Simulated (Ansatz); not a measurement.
What does this script print? It uses Ansatz 0.2.0, Python API.

Script `run_energy.py`:
```python
from pathlib import Path
import json
import logging
import sys

import ansatz as az
import numpy as np
import pandas as pd

logging.basicConfig(stream=sys.stdout, format='[%(levelname)s] %(message)s')
log = logging.getLogger('ansatz_job')
log.setLevel(logging.INFO)

GEOMETRY = '''
F    -2.01320    1.12500    0.10250
Si   -0.45430    1.03220    0.45200
Si    0.51090   -0.89720   -0.31620
Cl    0.40540   -1.09710   -2.35490
Cl   -0.39650   -2.56220    0.41200
H    -0.35370    1.15000    1.92620
H     0.21040    2.21430   -0.14660
H     1.97590   -0.93050    0.02500
'''

molecule = az.Crystal.molecule()
for line in GEOMETRY.strip().splitlines():
    symbol, *xyz = line.split()
    molecule = molecule.atom(symbol, [float(v) for v in xyz])

calc = (
    molecule.calculation()
    .basis(gaussian='def2-SVP')
    .functional('pbe')
    .forces()
    .orbitals()
)
print(calc.to_yaml())
res = calc.run(threads=1, runs_dir='runs')
report = res.report

log.info('reference energy %16.6f eV' % report['reference_energy_ev'])
log.info('total energy     %16.6f eV' % report['free_energy_ev'])
print('occupied (up, down):', report['n_occupied'], ' virtual:', report['n_virtual'], ' frozen:', report['n_frozen'])

field = report['mean_field']
print('<S^2> =', round(abs(field['state']['spin_squared']), 4), ' relativity:', field['relativity'])
print('passes:', field['passes'])
if 'symmetry' in field:
    print('occupied orbitals by irrep:', field['symmetry']['occupied'])

symbols = [site.symbol for site in molecule.cartesian_sites]
log.info('forces (eV/A)')
for symbol, f in zip(symbols, report['forces_ev_ang']):
    log.info(f'  {symbol:2s} {f[0]:9.4f} {f[1]:9.4f} {f[2]:9.4f}')

charges = report['charge_distribution']
table = pd.DataFrame({'atom': symbols, 'mulliken': charges['mulliken_charges_e'], 'lowdin': charges['lowdin_charges_e']})
print(table.round(3).to_string())
print('dipole (e A):', np.round(charges['dipole_moment_e_ang'], 4) + 0.0)

lines = Path(report['orbitals_path']).read_text().splitlines()
field_of = lambda key: [line.split('=')[1].strip() for line in lines if line.startswith(key)]
orbitals = [(27.211386 * float(e), s, float(n)) for e, s, n in zip(field_of('Ene='), field_of('Spin='), field_of('Occup='))]
homo = max(e for e, _, n in orbitals if n > 0.5)
lumo = min(e for e, _, n in orbitals if n < 0.5)
for e, spin, n in sorted(orbitals):
    if homo - 10 < e < lumo + 5:
        log.info(f'{spin:6s} {e:10.3f} eV  occupation {n:.0f}')
with open('cl2fh3si2.json', 'w') as handle:
    json.dump({k: report[k] for k in ('free_energy_ev', 'reference_energy_ev', 'n_occupied', 'n_virtual')}, handle, indent=1)
```

```console
$ python run_energy.py
crystal:
  periodic: [false, false, false]
  atoms:
    - { symbol: F, position_ang: [-2.0132, 1.125, 0.1025] }
    - { symbol: Si, position_ang: [-0.4543, 1.0322, 0.452] }
    - { symbol: Si, position_ang: [0.5109, -0.8972, -0.3162] }
    - { symbol: Cl, position_ang: [0.4054, -1.0971, -2.3549] }
    - { symbol: Cl, position_ang: [-0.3965, -2.5622, 0.412] }
    - { symbol: H, position_ang: [-0.3537, 1.15, 1.9262] }
    - { symbol: H, position_ang: [0.2104, 2.2143, -0.1466] }
    - { symbol: H, position_ang: [1.9759, -0.9305, 0.025] }
basis:
  gaussian:
    orbitals: def2-SVP
hamiltonian:
  xc: pbe
output:
  orbitals: {}
  forces: true

[INFO] reference energy    -43533.896816 eV
[INFO] total energy        -43533.896816 eV
occupied (up, down): [37, 37]  virtual: [64, 64]  frozen: 0
<S^2> = 0.0  relativity: none
passes: {'evaluations': 15, 'products': 10}
occupied orbitals by irrep: [{'A': 37}, {'A': 37}]
[INFO] forces (eV/A)
[INFO]   F    -1.4706   -0.0702   -0.4607
[INFO]   Si    0.6800    0.5700    0.4767
[INFO]   Si    0.8451   -0.1664   -0.2681
[INFO]   Cl   -0.0380    0.2266   -0.6914
[INFO]   Cl   -0.4440   -0.7182    0.6316
[INFO]   H     0.1752   -0.1197    0.4203
[INFO]   H     0.2833    0.2490   -0.2326
[INFO]   H    -0.0309    0.0290    0.1242
  atom  mulliken  lowdin
0    F    -0.280   0.018
1   Si     0.466   0.138
2   Si     0.368  -0.155
3   Cl    -0.200   0.102
4   Cl    -0.185   0.124
5    H    -0.064  -0.074
6    H    -0.065  -0.074
7    H    -0.040  -0.078
dipole (e A): [0.2689 0.1639 0.1898]
[INFO] Alpha     -14.449 eV  occupation 2
[INFO] Alpha     -12.976 eV  occupation 2
[INFO] Alpha     -11.077 eV  occupation 2
[INFO] Alpha     -10.770 eV  occupation 2
[INFO] Alpha     -10.620 eV  occupation 2
[INFO] Alpha     -10.237 eV  occupation 2
[INFO] Alpha     -10.063 eV  occupation 2
[INFO] Alpha      -9.103 eV  occupation 2
[INFO] Alpha      -8.454 eV  occupation 2
[INFO] Alpha      -8.214 eV  occupation 2
[INFO] Alpha      -8.073 eV  occupation 2
[INFO] Alpha      -7.731 eV  occupation 2
[INFO] Alpha      -7.093 eV  occupation 2
[INFO] Alpha      -1.892 eV  occupation 0
[INFO] Alpha      -1.470 eV  occupation 0
[INFO] Alpha      -0.049 eV  occupation 0
[INFO] Alpha       0.782 eV  occupation 0
[INFO] Alpha       1.277 eV  occupation 0
[INFO] Alpha       1.490 eV  occupation 0
[INFO] Alpha       1.781 eV  occupation 0
```

It writes `cl2fh3si2.json`:
```json
{
 "free_energy_ev": -43533.89681566189,
 "reference_energy_ev": -43533.89681566189,
 "n_occupied": [
  37,
  37
 ],
 "n_virtual": [
  64,
  64
 ]
}
```

What to keep in mind:
- Total energies depend on the basis set; only differences at equal settings carry meaning.
- The geometry is a force-field or estimated start, not a minimum of this method, and the basis set is short of its limit.
- The Löwdin charges here are taken after orthogonalising the functions within each atom; they differ from plain Löwdin charges, and their signs can be unphysical.
- Alpha marks a spatial orbital of a restricted run, filled by both spins.
- Levels such as HOMO and LUMO are orbital energies: with these approximate functionals they aren't the ionisation energy and electron affinity, and their gap isn't the fundamental gap.
- The whole script took 4 s on 1 thread of Arm Neoverse V1, with other jobs on the host, peak memory 0.25 GiB.

(Lines on the test bed's own set-up are left out of the output.)
